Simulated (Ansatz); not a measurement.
# C₈H₁₆: a ladder of functionals and wavefunction methods

An exercise on one series of results from a longer session: the logs are not shown, and one member is left open.

Method: functionals in def2-TZVPP, the program's frozen cores in correlated methods; program: Ansatz 0.2.0, Gaussian basis.

The runs, in order: LDA (SPW92), PBE-D4, revPBE-D4, BLYP-D4, r2SCAN-D4, B97M-V, PBE0-D4, B3LYP-D4, r2SCANh-D4, r2SCAN0-D4, HSE06-D4, BHLYP-D4, CAM-B3LYP-D4, LC-ωPBE, ωB97X-V, ωB97M-V, B2PLYP, PBE-QIDH; CCSD(T)/def2-SVP; CCSD(T)/def2-TZVPP; MP2/def2-QZVPP; extrapolation to the limit; RPA on PBE.

**The geometry**

The geometry comes from an earlier relaxation with PBE0-D4 in a triple-zeta def2 set; it is a stationary point, not always the lowest conformer.

SMILES `CC/C=C/C(C)(C)C`, 24 atoms, charge 0, spin multiplicity 1.

Atoms are counted from 1 here; the program's logs count them from 0.

Bond lengths: C1–C2 1.525 Å, C1–H9 1.093 Å, C1–H10 1.094 Å, C1–H11 1.093 Å, C2–C3 1.493 Å, C2–H12 1.094 Å, C2–H13 1.097 Å, C3–C4 1.327 Å, C3–H14 1.089 Å, C4–C5 1.504 Å, C4–H15 1.092 Å, C5–C6 1.522 Å, C5–C7 1.532 Å, C5–C8 1.532 Å, C6–H16 1.093 Å, C6–H17 1.093 Å, C6–H18 1.093 Å, C7–H19 1.094 Å and more. Angles: C2–C1–H9 111.3°, C2–C1–H10 111.1°, C2–C1–H11 110.8°, H9–C1–H10 107.7°, H9–C1–H11 108.2°, H10–C1–H11 107.6°, C1–C2–C3 112.5°, C1–C2–H12 110.0°, C1–C2–H13 108.8°, C3–C2–H12 109.5°, C3–C2–H13 109.3°, H12–C2–H13 106.5°, C2–C3–C4 124.7°, C2–C3–H14 115.7°, C4–C3–H14 119.5°, C3–C4–C5 127.8°, C3–C4–H15 118.0°, C5–C4–H15 114.2° and more.

The first run:

File in.yaml:

```yaml
crystal:
  periodic: [false, false, false]
  atoms:
    - {symbol: C, position_ang: [-0.437489, -1.672809, -3.054210]}
    - {symbol: C, position_ang: [0.683200, -0.950038, -2.315150]}
    - {symbol: C, position_ang: [0.384630, -0.767398, -0.863574]}
    - {symbol: C, position_ang: [0.282940, 0.406884, -0.254332]}
    - {symbol: C, position_ang: [-0.028682, 0.669664, 1.193816]}
    - {symbol: C, position_ang: [-0.243625, -0.611755, 1.987392]}
    - {symbol: C, position_ang: [-1.294549, 1.528857, 1.263857]}
    - {symbol: C, position_ang: [1.138034, 1.454073, 1.801500]}
    - {symbol: H, position_ang: [-0.184124, -1.827515, -4.105681]}
    - {symbol: H, position_ang: [-0.632359, -2.653129, -2.610547]}
    - {symbol: H, position_ang: [-1.366231, -1.099010, -3.008167]}
    - {symbol: H, position_ang: [0.867851, 0.025401, -2.775858]}
    - {symbol: H, position_ang: [1.609784, -1.527328, -2.424976]}
    - {symbol: H, position_ang: [0.227259, -1.682517, -0.295179]}
    - {symbol: H, position_ang: [0.439992, 1.308552, -0.849202]}
    - {symbol: H, position_ang: [-1.080515, -1.191465, 1.589883]}
    - {symbol: H, position_ang: [0.647314, -1.244568, 1.972335]}
    - {symbol: H, position_ang: [-0.467109, -0.373996, 3.030597]}
    - {symbol: H, position_ang: [-1.523977, 1.793381, 2.300189]}
    - {symbol: H, position_ang: [-1.170581, 2.457206, 0.699543]}
    - {symbol: H, position_ang: [-2.152051, 0.994149, 0.848275]}
    - {symbol: H, position_ang: [0.924824, 1.717929, 2.841460]}
    - {symbol: H, position_ang: [2.057814, 0.864732, 1.778506]}
    - {symbol: H, position_ang: [1.317672, 2.380701, 1.249513]}
basis:
  gaussian: {orbitals: def2-TZVPP}
hamiltonian: {xc: lda}
output: {orbitals: {seedname: orbitals}}
```

Started as:

```bash
$ ansatz run in.yaml --threads 4 --pin off --events-out ev --progress --plain --max-ram 46080MiB --backend cuda --devices 0, --max-vram 37GiB
```

Steps of the session up to this table: LDA; PBE-D4 (GGA); revPBE-D4 (GGA); BLYP-D4 (GGA); r2SCAN-D4 (meta-GGA); B97M-V (meta-GGA); B3LYP-D4 (hybrid); r2SCANh-D4 (hybrid); r2SCAN0-D4 (hybrid); HSE06-D4 (hybrid); BHLYP-D4 (hybrid); CAM-B3LYP-D4 (range-separated); LC-ωPBE (range-separated); ωB97X-V (range-separated); ωB97M-V (range-separated); B2PLYP (double hybrid); PBE-QIDH (double hybrid).

One of the session's tables, all rows but one given; the rest of the session is left out.

It belongs to the step «Frontier levels by functional». 

```
  functional  HOMO (eV)  LUMO (eV)  gap (eV)
 LDA (SPW92)      -6.02      -0.62      5.40
      PBE-D4      -5.84      -0.38      5.46
   revPBE-D4      -5.77      -0.28      5.48
     BLYP-D4      -5.69      -0.25      5.43
   r2SCAN-D4      -6.02      -0.13      5.89
      B97M-V      -6.09      -0.13      5.96
     PBE0-D4      -6.94       0.64      7.57
    B3LYP-D4      -6.73       0.39      7.12
  r2SCANh-D4      -6.44       0.24      6.68
  r2SCAN0-D4      -7.07       0.79      7.85
    HSE06-D4      -6.54       0.25      6.79
    BHLYP-D4          ?          ?         ?
CAM-B3LYP-D4      -8.26       1.72      9.98
     LC-ωPBE      -9.62       2.93     12.55
     ωB97X-V      -9.26       2.78     12.05
     ωB97M-V      -9.18       2.51     11.70
```

**Question.** Estimate the row for BHLYP-D4.

Worked estimate for «HOMO (eV)». Against the share of exact exchange, BLYP-D4 (0, -5.69), B3LYP-D4 (0.2, -6.73) give a slope of -5.20 per unit share; at 0.5 the line stands at -8.29.

The run gave: HOMO (eV): -7.90; LUMO (eV): 1.66; gap (eV): 9.56. In «HOMO (eV)» the line misses by -0.39.
